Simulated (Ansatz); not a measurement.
# C3H9Ge radical: one species, many methods

One table from this session's results is given with a row withheld; the runs are named, their logs left out.

Method: functionals in def2-TZVPP, the program's frozen cores in correlated methods; program: Ansatz 0.2.0, Gaussian basis.

The runs, in order: LDA (SPW92), PBE-D4, revPBE-D4, BLYP-D4, r2SCAN-D4, B97M-V, PBE0-D4, B3LYP-D4, r2SCANh-D4, r2SCAN0-D4, HSE06-D4, BHLYP-D4, CAM-B3LYP-D4, LC-ωPBE, ωB97X-V, ωB97M-V, B2PLYP, PBE-QIDH; CCSD(T)/def2-SVP; CCSD(T)/def2-TZVPP; MP2/def2-QZVPP; extrapolation to the limit; RPA on PBE.

### The geometry

An earlier PBE0-D4 in a triple-zeta def2 set relaxation fixed the geometry.

SMILES `[CH2][GeH]([CH3])[CH3]`, 13 atoms, charge 0, spin multiplicity 2.

Atoms are counted from 1 here; the program's logs count them from 0.

Bond lengths: C1–Ge2 1.926 Å, C1–H5 1.085 Å, C1–H6 1.085 Å, Ge2–C3 1.955 Å, Ge2–C4 1.955 Å, Ge2–H7 1.550 Å, C3–H8 1.091 Å, C3–H9 1.091 Å, C3–H10 1.091 Å, C4–H11 1.091 Å, C4–H12 1.091 Å, C4–H13 1.091 Å. Angles: Ge2–C1–H5 122.4°, Ge2–C1–H6 122.4°, H5–C1–H6 115.2°, C1–Ge2–C3 109.7°, C1–Ge2–C4 109.7°, C1–Ge2–H7 109.3°, C3–Ge2–C4 111.0°, C3–Ge2–H7 108.6°, C4–Ge2–H7 108.6°, Ge2–C3–H8 110.2°, Ge2–C3–H9 110.5°, Ge2–C3–H10 110.5°, H8–C3–H9 108.6°, H8–C3–H10 108.5°, H9–C3–H10 108.4°, Ge2–C4–H11 110.5°, Ge2–C4–H12 110.3°, Ge2–C4–H13 110.5° and more.

Geometry (Å):

```xyz
13
charge 0, multiplicity 2
C    -0.7325    1.6963   -0.6552
Ge    0.3230    0.1081   -0.3841
C     1.1030    0.1351    1.4086
C    -0.7943   -1.4764   -0.6384
H    -1.5684    1.7274   -1.3469
H    -0.5100    2.6343   -0.1563
H     1.4726    0.0737   -1.4238
H     0.3147    0.1380    2.1634
H     1.7313   -0.7433    1.5650
H     1.7173    1.0265    1.5454
H    -1.2349   -1.4777   -1.6366
H    -1.6008   -1.4919    0.0967
H    -0.2006   -2.3847   -0.5229
```

The first run:

in.yaml

```yaml
crystal:
  periodic: [false, false, false]
  atoms:
    - {symbol: C, position_ang: [-0.732500, 1.696338, -0.655220]}
    - {symbol: Ge, position_ang: [0.322958, 0.108076, -0.384055]}
    - {symbol: C, position_ang: [1.102989, 0.135064, 1.408588]}
    - {symbol: C, position_ang: [-0.794298, -1.476438, -0.638351]}
    - {symbol: H, position_ang: [-1.568437, 1.727377, -1.346878]}
    - {symbol: H, position_ang: [-0.509992, 2.634258, -0.156317]}
    - {symbol: H, position_ang: [1.472602, 0.073682, -1.423810]}
    - {symbol: H, position_ang: [0.314719, 0.137981, 2.163379]}
    - {symbol: H, position_ang: [1.731334, -0.743289, 1.565042]}
    - {symbol: H, position_ang: [1.717254, 1.026514, 1.545361]}
    - {symbol: H, position_ang: [-1.234945, -1.477724, -1.636615]}
    - {symbol: H, position_ang: [-1.600828, -1.491921, 0.096697]}
    - {symbol: H, position_ang: [-0.200553, -2.384715, -0.522924]}
basis:
  gaussian: {orbitals: def2-TZVPP}
magnetization: {spin_polarized: true, initial_magnetization: 1}
hamiltonian: {xc: lda}
output: {orbitals: {seedname: orbitals}}
```

Among the steps run: LDA; PBE-D4 (GGA); revPBE-D4 (GGA); BLYP-D4 (GGA); r2SCAN-D4 (meta-GGA); B97M-V (meta-GGA); PBE0-D4 (hybrid); B3LYP-D4 (hybrid); r2SCANh-D4 (hybrid); r2SCAN0-D4 (hybrid); HSE06-D4 (hybrid); BHLYP-D4 (hybrid); CAM-B3LYP-D4 (range-separated); LC-ωPBE (range-separated); ωB97X-V (range-separated); ωB97M-V (range-separated); B2PLYP (double hybrid); PBE-QIDH (double hybrid).

One table of the session follows, with a row left open; its other results are not shown here.

It belongs to the step «Frontier levels by functional». 

| functional | HOMO (eV) | LUMO (eV) | gap (eV) |
| --- | --- | --- | --- |
| LDA (SPW92) | -5.17 | -3.65 | 1.52 |
| PBE-D4 | -5.21 | -3.08 | 2.13 |
| revPBE-D4 | -5.18 | -2.92 | 2.26 |
| BLYP-D4 | -5.00 | -3.10 | 1.90 |
| r2SCAN-D4 | -5.69 | -2.41 | 3.27 |
| B97M-V | -5.47 | -2.84 | 2.64 |
| PBE0-D4 | ? | ? | ? |
| B3LYP-D4 | -6.24 | -2.31 | 3.93 |
| r2SCANh-D4 | -6.19 | -2.01 | 4.18 |
| r2SCAN0-D4 | -6.94 | -1.41 | 5.53 |
| HSE06-D4 | -6.18 | -2.24 | 3.94 |
| BHLYP-D4 | -7.74 | -0.78 | 6.96 |
| CAM-B3LYP-D4 | -7.90 | -0.87 | 7.03 |
| LC-ωPBE | -9.43 | 0.67 | 10.10 |
| ωB97X-V | -8.84 | 0.09 | 8.93 |
| ωB97M-V | -8.62 | -0.08 | 8.54 |

Estimate the missing values for PBE0-D4.

The run gave: HOMO (eV): -6.58; LUMO (eV): -1.85; gap (eV): 4.74. In the column «HOMO (eV)» it lies between r2SCAN0-D4 (-6.94) and B3LYP-D4 (-6.24).
